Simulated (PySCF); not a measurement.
# C7H5N3 (3-butene-1,1,1-tricarbonitrile): the cost of one run

Computed with PySCF 2.14.0, with density-fitted response routines of our own, on a single molecule, in the gas phase or a continuum. Atoms are numbered from 0 throughout.

## 1. The molecule as given

15 atoms, charge 0, multiplicity 1; geometry from: GFN2-xTB.

Bonds of the start (Å): C0–C1 1.32, C1–C2 1.50, C2–C3 1.56, C3–C4 1.46, C4–N5 1.14, C3–C6 1.46, C6–N7 1.14, C3–C8 1.46, C8–N9 1.14, C0–H10 1.08, C0–H11 1.08, C1–H12 1.08, C2–H13 1.09, C2–H14 1.09.

## 2. Optimising the geometry at PBE0-D3(BJ)/def2-SVP

Job settings and geometry (Å):

```
{"job": {"xc": "PBE0", "basis": "def2-SVP", "d3": "d3bj", "grid": 1, "kind": "geom"}, "charge": 0, "multiplicity": 1}
C      2.313824     0.639290    -0.040252
C      1.284762     0.309999    -0.796861
C      0.317244    -0.780815    -0.450853
C     -1.090574    -0.184537    -0.150925
C     -1.006945     0.760341     0.954945
N     -0.924333     1.492268     1.825042
C     -2.016345    -1.248244     0.214007
N     -2.719499    -2.100598     0.495757
C     -1.614307     0.503830    -1.322714
N     -2.014834     1.028804    -2.252341
H      2.988192     1.430092    -0.317260
H      2.528993     0.128260     0.884129
H      1.078080     0.839722    -1.717923
H      0.215868    -1.482130    -1.284549
H      0.655459    -1.328292     0.432231
```

The run is started by

```bash
$ OMP_NUM_THREADS=1 python probes_run.py task.json out
```

One launch serves the whole session: the jobs run in the order shown.

Q: Estimate the wall time and peak memory of this first job on 1 thread of Intel Xeon Platinum 8259CL at 2.50GHz, shared host.

About 1.9 min, with a peak of 0.7 GiB.
